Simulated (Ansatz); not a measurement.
# C8H10O: the cost of one run

Method: the levels named in each step, in Ansatz 0.2.0.

### 1 The structure to begin with

Bond lengths (14 of 19 bonds, heavy atoms first): C1–O2 1.406 Å, O2–C3 1.366 Å, C3–C4 1.395 Å, C4–C5 1.378 Å, C5–C6 1.391 Å, C6–C7 1.499 Å, C6–C8 1.386 Å, C3–C9 1.389 Å, C8–C9 1.385 Å, C1–H10 1.095 Å, C1–H11 1.095 Å, C1–H12 1.089 Å, C4–H13 1.079 Å, C5–H14 1.081 Å. Angles (14 of 31 angles, heavy atoms first): C1–O2–C3 118.4°, O2–C3–C4 116.0°, O2–C3–C9 125.1°, C4–C3–C9 119.0°, C3–C4–C5 120.4°, C4–C5–C6 121.1°, C5–C6–C7 120.9°, C5–C6–C8 118.1°, C7–C6–C8 121.0°, C6–C8–C9 121.6°, C3–C9–C8 119.9°, O2–C1–H10 111.6°, O2–C1–H11 111.6°, O2–C1–H12 105.8°.

As a file:

```xyz
19

C     3.1306   -0.8026   -0.0867
O     2.2995    0.3148   -0.2769
C     0.9521    0.1553   -0.1216
C     0.1758    1.2982   -0.3139
C    -1.1945    1.2426   -0.1771
C    -1.8349    0.0537    0.1567
C    -3.3272   -0.0071    0.2852
C    -1.0554   -1.0767    0.3444
C     0.3226   -1.0381    0.2084
H     3.0478   -1.1975    0.9316
H     2.9059   -1.5991   -0.8043
H     4.1467   -0.4472   -0.2520
H     0.6749    2.2200   -0.5687
H    -1.7794    2.1383   -0.3288
H    -3.7757   -0.2543   -0.6778
H    -3.6234   -0.7710    1.0005
H    -3.7265    0.9522    0.6062
H    -1.5289   -2.0127    0.6054
H     0.8895   -1.9429    0.3635
```

### 2 A rough first relaxation, PBE-D4/def2-SVP

File input.yaml:

```yaml
crystal:
  periodic: [false, false, false]
  atoms:
    - { symbol: C, position_ang: [3.13061, -0.80263, -0.08669] }
    - { symbol: O, position_ang: [2.29948, 0.31478, -0.27691] }
    - { symbol: C, position_ang: [0.95209, 0.15534, -0.12157] }
    - { symbol: C, position_ang: [0.17582, 1.29821, -0.31393] }
    - { symbol: C, position_ang: [-1.19447, 1.24256, -0.17707] }
    - { symbol: C, position_ang: [-1.83487, 0.05372, 0.15665] }
    - { symbol: C, position_ang: [-3.32717, -0.00711, 0.28524] }
    - { symbol: C, position_ang: [-1.0554, -1.0767, 0.3444] }
    - { symbol: C, position_ang: [0.32264, -1.03813, 0.20838] }
    - { symbol: H, position_ang: [3.04779, -1.19748, 0.93159] }
    - { symbol: H, position_ang: [2.90592, -1.59905, -0.80429] }
    - { symbol: H, position_ang: [4.14669, -0.44723, -0.25205] }
    - { symbol: H, position_ang: [0.67489, 2.21996, -0.56874] }
    - { symbol: H, position_ang: [-1.77944, 2.13828, -0.32879] }
    - { symbol: H, position_ang: [-3.77566, -0.25434, -0.67779] }
    - { symbol: H, position_ang: [-3.62339, -0.77104, 1.00047] }
    - { symbol: H, position_ang: [-3.72653, 0.95218, 0.60621] }
    - { symbol: H, position_ang: [-1.52887, -2.01274, 0.60539] }
    - { symbol: H, position_ang: [0.88952, -1.94292, 0.36353] }
basis:
  gaussian: { orbitals: def2-SVP }
hamiltonian:
  xc: pbe
  dispersion: d4
relax:
  f_tol: 0.03
  max_steps: 200
```

The run is started by

```
ansatz run input.yaml --threads 8 --pin off --max-ram 22528MiB --backend cpu --events-out ev --progress --plain --runs-dir out
```

**Question.** How long does this run take on 8 threads of Intel Xeon at 2.50GHz (Skylake/Cascade Lake), shared host, and how much memory does it need?

About 20 s, with a peak of 0.28 GiB.
